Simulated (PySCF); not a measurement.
# hexafluorocyclopropane (C₃F₆): geometry, NMR shifts, spin-spin couplings and electronic excitations

Wanted: the NMR shifts, spin-spin couplings and electronic excitations of hexafluorocyclopropane (C₃F₆) (`FC1(F)C(F)(F)C1(F)F`), by calculation.

Computed with PySCF 2.14.0, with density-fitted response routines of our own, on a single molecule in the gas phase. Atoms count from 0, in the outputs and in this text.

### Step 1. The molecule as given

9 atoms, charge 0, multiplicity 1; geometry from: GFN2-xTB.

Bonds of the start (Å): F0–C1 1.33, C1–F2 1.33, C1–C3 1.52, C3–F4 1.33, C3–F5 1.33, C3–C6 1.52, C6–F7 1.33, C6–F8 1.33, C6–C1 1.52.

### Step 2. Geometry optimisation at PBE0-D3(BJ)/def2-SVP

What the job is given:

```
{"job": {"xc": "PBE0", "basis": "def2-SVP", "d3": "d3bj", "grid": 1, "kind": "geom"}, "charge": 0, "multiplicity": 1}
F      1.773572    -0.147481     0.843998
C      0.854461    -0.174044    -0.120043
F      1.406297    -0.502730    -1.287278
C     -0.293723     0.823244    -0.088738
F     -0.368484     1.706774     0.905693
F     -0.730353     1.358362    -1.227906
C     -0.555553    -0.647212     0.199457
F     -1.218294    -1.383530    -0.691323
F     -0.854362    -1.027390     1.440960
```

**Question.** This job is followed by: GIAO PBE0/pcSseg-1 NMR shielding, non-relativistic, gas phase; B3LYP/pcJ-1 indirect spin-spin coupling, non-relativistic, gas phase; TDDFT PBE0/def2-SVPD, vertical, gas phase, core orbitals frozen in the response; GIAO B97-2/pcSseg-2 NMR shielding, non-relativistic, gas phase. What will the session give for the following? point group; rotational constants (main isotopes); ¹³C shifts against TMS (PBE0/pcSseg-1, means over atoms taken as alike); ¹⁹F shifts against CFCl3 (PBE0/pcSseg-1, means over atoms taken as alike); largest coupling of the table (B3LYP/pcJ-1); lowest singlet (PBE0/def2-SVPD); brightest single state of those computed; lowest triplet; vertical ionisation energy (ΔSCF); range of the shift of C1.

The runs gave:

| quantity | value |
| --- | --- |
| point group | D3h |
| rotational constants (main isotopes) | 1.69, 1.69, 1.57 GHz |
| ¹³C shifts against TMS (PBE0/pcSseg-1, means over atoms taken as alike) | 105.3 ppm |
| ¹⁹F shifts against CFCl3 (PBE0/pcSseg-1, means over atoms taken as alike) | -172.6 ppm |
| largest coupling of the table (B3LYP/pcJ-1) | ¹J(F,C) F0–C1, -402.2 Hz |
| lowest singlet (PBE0/def2-SVPD) | 7.32 eV (169 nm), f = 0.000 |
| brightest single state of those computed | state 7, 10.07 eV, f = 0.047 |
| lowest triplet | 6.64 eV |
| vertical ionisation energy (ΔSCF) | 12.05 eV |
| range of the shift of C1 | 105.3 to 107.5 ppm |

What this shows: The optimisation took 3 steps and gained 0.034 eV; among the close pairs (by a distance rule), F0–C1 changed most, from 1.332 to 1.323 Å. No frequency check was run at this level, so the end point may be a saddle. At PBE0/pcSseg-1: The widest tensor belongs to F0, F2, F4, F5, F7, F8: span 155 ppm, with a paramagnetic part of -119 ppm. Of the pairs tabulated at B3LYP/pcJ-1, F0–C1 (mean over like pairs) couples most strongly (-402.2 Hz; Fermi contact -394.4 Hz). Couplings across rotatable bonds belong to this one conformer; where others are populated, the observed values are averages. Density functionals describe couplings to fluorine poorly, F–F couplings above all, so those rows are rough. The first singlet state (HOMO→LUMO 0.99) lies at 7.32 eV and is dark; of the 10 states computed, the strongest absorption comes from states 6 to 7 together at 10.07 eV. The lowest triplet lies 0.68 eV below the lowest singlet (triplets in Tamm-Dancoff, singlets in full TDDFT). ΔSCF puts the ionisation energy at 12.05 eV, 2.41 eV above −ε(HOMO). In ppm, C1 (with its like atoms) moves most: its shift spreads over 2.2 ppm, from 105.3 (PBE0/pcSseg-1) to 107.5 (B97-2/pcSseg-2).
